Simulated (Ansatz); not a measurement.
# C₃₉H₂₉F₃O: the relaxed shape and its frontier levels

Aim: characterise C₃₉H₂₉F₃O as a singlet: its structure, frontier levels and distribution of charge.

Program: Ansatz 0.2.0, Gaussian basis. Level of theory: RKS PBE0-D4/def2-SVP. These are calculated values, not measurements.

The runs, in order: relaxation at r2SCAN-D4/def2-SVP; a single point at PBE0-D4/def2-SVP.

1 further run of the same task is left out (set aside as unsound or not needed).

### Step 1. Starting geometry

SMILES `COc1ccc(-c2ccc(/C=C/c3ccc(/C=C/c4ccc(/C=C/c5ccc(C(F)=C(F)F)cc5)cc4)cc3)cc2)cc1`, 72 atoms, charge 0, spin multiplicity 1.

Atoms are counted from 1 here; the program's logs count them from 0.

Bond lengths: C1–O2 1.407 Å, C1–H44 1.089 Å, C1–H45 1.095 Å, C1–H46 1.095 Å, O2–C3 1.362 Å, C3–C4 1.396 Å, C3–C43 1.390 Å, C4–C5 1.377 Å, C4–H47 1.079 Å, C5–C6 1.396 Å, C5–H48 1.080 Å, C6–C7 1.467 Å, C6–C42 1.391 Å, C7–C8 1.395 Å, C7–C41 1.394 Å, C8–C9 1.378 Å, C8–H49 1.081 Å, C9–C10 1.399 Å and more. Angles: O2–C1–H44 105.8°, O2–C1–H45 111.6°, O2–C1–H46 111.5°, H44–C1–H45 109.3°, H44–C1–H46 109.3°, H45–C1–H46 109.3°, C1–O2–C3 118.4°, O2–C3–C4 116.1°, O2–C3–C43 125.0°, C4–C3–C43 119.0°, C3–C4–C5 120.6°, C3–C4–H47 118.2°, C5–C4–H47 121.2°, C4–C5–C6 120.9°, C4–C5–H48 119.4°, C6–C5–H48 119.7°, C5–C6–C7 121.4°, C5–C6–C42 118.1° and more.

The start is a GFN2-xTB geometry.

### Step 2. Optimising with r2SCAN-D4/def2-SVP

in.yaml

```yaml
crystal:
  periodic: [false, false, false]
  atoms:
    - {symbol: C, position_ang: [-15.326260, -1.422830, -0.062920]}
    - {symbol: O, position_ang: [-14.695650, -0.200010, -0.355370]}
    - {symbol: C, position_ang: [-13.334530, -0.149730, -0.324270]}
    - {symbol: C, position_ang: [-12.760390, 1.094030, -0.593670]}
    - {symbol: C, position_ang: [-11.393350, 1.254710, -0.567800]}
    - {symbol: C, position_ang: [-10.550210, 0.178510, -0.287410]}
    - {symbol: C, position_ang: [-9.093170, 0.342770, -0.234750]}
    - {symbol: C, position_ang: [-8.242000, -0.630310, -0.759530]}
    - {symbol: C, position_ang: [-6.872810, -0.496810, -0.683230]}
    - {symbol: C, position_ang: [-6.289920, 0.616920, -0.070140]}
    - {symbol: C, position_ang: [-4.860550, 0.801550, 0.070680]}
    - {symbol: C, position_ang: [-3.897760, -0.036500, -0.348100]}
    - {symbol: C, position_ang: [-2.472200, 0.141110, -0.178690]}
    - {symbol: C, position_ang: [-1.601570, -0.824720, -0.699910]}
    - {symbol: C, position_ang: [-0.237500, -0.717310, -0.562300]}
    - {symbol: C, position_ang: [0.334970, 0.367910, 0.110560]}
    - {symbol: C, position_ang: [1.758280, 0.540460, 0.292380]}
    - {symbol: C, position_ang: [2.727440, -0.269770, -0.166710]}
    - {symbol: C, position_ang: [4.150580, -0.098050, 0.017340]}
    - {symbol: C, position_ang: [4.725860, 0.985330, 0.691500]}
    - {symbol: C, position_ang: [6.090100, 1.085020, 0.834910]}
    - {symbol: C, position_ang: [6.957920, 0.113770, 0.318410]}
    - {symbol: C, position_ang: [8.381670, 0.282530, 0.502920]}
    - {symbol: C, position_ang: [9.346940, -0.545910, 0.068960]}
    - {symbol: C, position_ang: [10.772830, -0.355930, 0.220720]}
    - {symbol: C, position_ang: [11.642610, -1.250210, -0.417230]}
    - {symbol: C, position_ang: [13.009380, -1.097610, -0.361580]}
    - {symbol: C, position_ang: [13.567280, -0.035420, 0.354460]}
    - {symbol: C, position_ang: [15.003080, 0.189130, 0.423530]}
    - {symbol: F, position_ang: [15.420070, 1.039310, 1.390130]}
    - {symbol: C, position_ang: [15.970780, -0.305810, -0.354270]}
    - {symbol: F, position_ang: [15.790560, -1.126190, -1.382850]}
    - {symbol: F, position_ang: [17.261200, -0.029270, -0.210130]}
    - {symbol: C, position_ang: [12.711200, 0.838610, 1.032320]}
    - {symbol: C, position_ang: [11.345290, 0.683660, 0.962460]}
    - {symbol: C, position_ang: [6.383180, -0.968090, -0.358580]}
    - {symbol: C, position_ang: [5.019300, -1.066510, -0.503420]}
    - {symbol: C, position_ang: [-0.535640, 1.333080, 0.632950]}
    - {symbol: C, position_ang: [-1.899600, 1.225940, 0.494830]}
    - {symbol: C, position_ang: [-7.149200, 1.595060, 0.443480]}
    - {symbol: C, position_ang: [-8.518450, 1.464930, 0.360930]}
    - {symbol: C, position_ang: [-11.131180, -1.059970, -0.036740]}
    - {symbol: C, position_ang: [-12.503590, -1.229400, -0.047400]}
    - {symbol: H, position_ang: [-16.395730, -1.227930, -0.128960]}
    - {symbol: H, position_ang: [-15.055210, -2.199080, -0.786480]}
    - {symbol: H, position_ang: [-15.083200, -1.768150, 0.947790]}
    - {symbol: H, position_ang: [-13.416540, 1.920550, -0.816740]}
    - {symbol: H, position_ang: [-10.969090, 2.222620, -0.789750]}
    - {symbol: H, position_ang: [-8.665820, -1.495710, -1.248770]}
    - {symbol: H, position_ang: [-6.247640, -1.269120, -1.104980]}
    - {symbol: H, position_ang: [-4.580770, 1.716130, 0.577690]}
    - {symbol: H, position_ang: [-4.174930, -0.947060, -0.863400]}
    - {symbol: H, position_ang: [-2.016550, -1.674690, -1.224130]}
    - {symbol: H, position_ang: [0.392990, -1.487970, -0.977920]}
    - {symbol: H, position_ang: [2.030510, 1.421970, 0.858080]}
    - {symbol: H, position_ang: [2.457780, -1.151740, -0.732520]}
    - {symbol: H, position_ang: [4.097560, 1.759450, 1.104590]}
    - {symbol: H, position_ang: [6.507750, 1.933470, 1.359630]}
    - {symbol: H, position_ang: [8.655430, 1.181870, 1.039200]}
    - {symbol: H, position_ang: [9.072060, -1.439210, -0.475690]}
    - {symbol: H, position_ang: [11.229030, -2.079170, -0.973020]}
    - {symbol: H, position_ang: [13.642440, -1.807900, -0.867250]}
    - {symbol: H, position_ang: [13.131820, 1.648600, 1.609330]}
    - {symbol: H, position_ang: [10.714580, 1.379700, 1.492730]}
    - {symbol: H, position_ang: [7.011540, -1.739400, -0.776850]}
    - {symbol: H, position_ang: [4.602360, -1.913730, -1.030240]}
    - {symbol: H, position_ang: [-0.121200, 2.182150, 1.158820]}
    - {symbol: H, position_ang: [-2.531400, 1.992180, 0.917080]}
    - {symbol: H, position_ang: [-6.725570, 2.467410, 0.922040]}
    - {symbol: H, position_ang: [-9.155880, 2.226370, 0.786620]}
    - {symbol: H, position_ang: [-10.500650, -1.904490, 0.200130]}
    - {symbol: H, position_ang: [-12.910710, -2.205090, 0.166470]}
basis:
  gaussian: {orbitals: def2-SVP, fitting: {mean_field: def2-universal-jkfit}}
hamiltonian: {xc: r2scan, dispersion: d4}
scf: {lower_state_search: "off"}
output: {orbitals: {seedname: orbitals}}
relax: {f_tol: 0.03, max_steps: 70}
```

The run is started by

```sh
$ ansatz run in.yaml --threads 2 --pin off --events-out ev --progress --plain --max-ram 20480MiB --backend cuda --devices 0, --max-vram 18GiB
```

Further steps of the session: Single point, PBE0-D4/def2-SVP.

**Question.** What will the summary of the whole plan be? Wanted: point group; commonest bond, hydrogen aside; HOMO, LUMO at PBE0-D4/def2-SVP; dipole at r2SCAN-D4/def2-SVP.

The runs gave:

| quantity | value |
| --- | --- |
| point group | C1 |
| commonest bond, hydrogen aside | C–C, 42 of mean length 1.410 Å |
| HOMO, LUMO at PBE0-D4/def2-SVP | -5.39, -2.37 eV |
| dipole at r2SCAN-D4/def2-SVP | 4.26 D |

**Reading.** The molecule keeps its bonding pattern by the stored test; the atoms moved 0.20 Å (rms). No usable vibrations, so a minimum isn't proven. The HOMO lies nearest to 5 C atoms about 6 % each and the LUMO to C17, C18, C24 about 6 % each. The point group is read from a loosely relaxed geometry; soft torsions can leave it below the true symmetry.
